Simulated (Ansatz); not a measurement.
# Li3Rh: the cost of one run

All numbers are computed with the Python package of Ansatz 0.2.0. Level of theory: DFT r2SCAN, plane waves, PAW.

### 1 The system

The structure is cubic, space group Fm-3m (No. 225). The conventional cell has a = 5.963 Å, b = 5.963 Å, c = 5.963 Å, α = 90.00°, β = 90.00°, γ = 90.00°. Li (site symmetry -43m) has 4 Li at 2.58 Å and 4 Rh at 2.58 Å as nearest neighbours. Li (site symmetry m-3m) has 8 Li at 2.58 Å as nearest neighbours. Rh (site symmetry m-3m) has 8 Li at 2.58 Å as nearest neighbours.

No structure file is read: the coordinates are typed or built in the script.

### 2 Script

The input, li3rh.py:

```python
import ansatz as az
from tabulate import tabulate

crystal = (
    az.Lattice.fcc(5.962821)
    .space_group(225)
    .atom('Li', [0.25, 0.75, 0.75])
    .atom('Li', [0.5, 0.0, 0.0])
    .atom('Rh', [0.0, 0.0, 0.0])
    .primitive()
)

base = crystal.calculation().functional('r2scan').kpoints(7, 7, 7, center='gamma').forces().stress()

rows = []
for value in [0.5, 0.3, 0.2, 0.1]:
    r = base.occupations('methfessel_paxton', width=value).run().report
    rows.append((value, r['free_energy_ev'] / len(r['lattice']['sites']), r['n_iterations'], sum(r['stress_gpa'][i][i] for i in range(3)) / 3, max(abs(f) for row in r['forces_ev_ang'] for f in row), r['n_kpoints']))

print(tabulate(rows, headers=['width (eV)', 'F/atom (eV)', 'iterations', 'P (GPa)', 'max component (eV/A)', 'k-points'], floatfmt='.4f', tablefmt='github'))

for row in rows[:-1]:
    shift = 1000 * (row[1] - rows[-1][1])
    print(f'{row[0]}: {shift:+.2f} meV/atom' + ('  (within 5 meV)' if abs(shift) < 5 else ''))
```

### 3 The calls as engine input

The package turns the script's settings into the engine's input (first run):

```yaml
crystal:
  lattice:
    bravais: fcc
    a: 5.962821
  space_group: 225
  atoms:
    - { symbol: Li, position: [0.25, 0.75, 0.75] }
    - { symbol: Li, position: [0.5, 0.0, 0.0] }
    - { symbol: Rh, position: [0.0, 0.0, 0.0] }
  reduce_to_primitive: true
kpoints:
  mp_grid:
    grid: [7, 7, 7]
    shift: [0.0, 0.0, 0.0]
hamiltonian:
  xc: r2scan
scf:
  occupations:
    method: methfessel_paxton
    width: 0.5
output:
  forces: true
  stress: true
```

### 4 Running it

Launch:

```console
> python li3rh.py
```

**Question.** How long does this script take on 1 thread of Arm Neoverse V2, shared host, and how much memory does it need?

About 14 s, with a peak of 0.51 GiB.
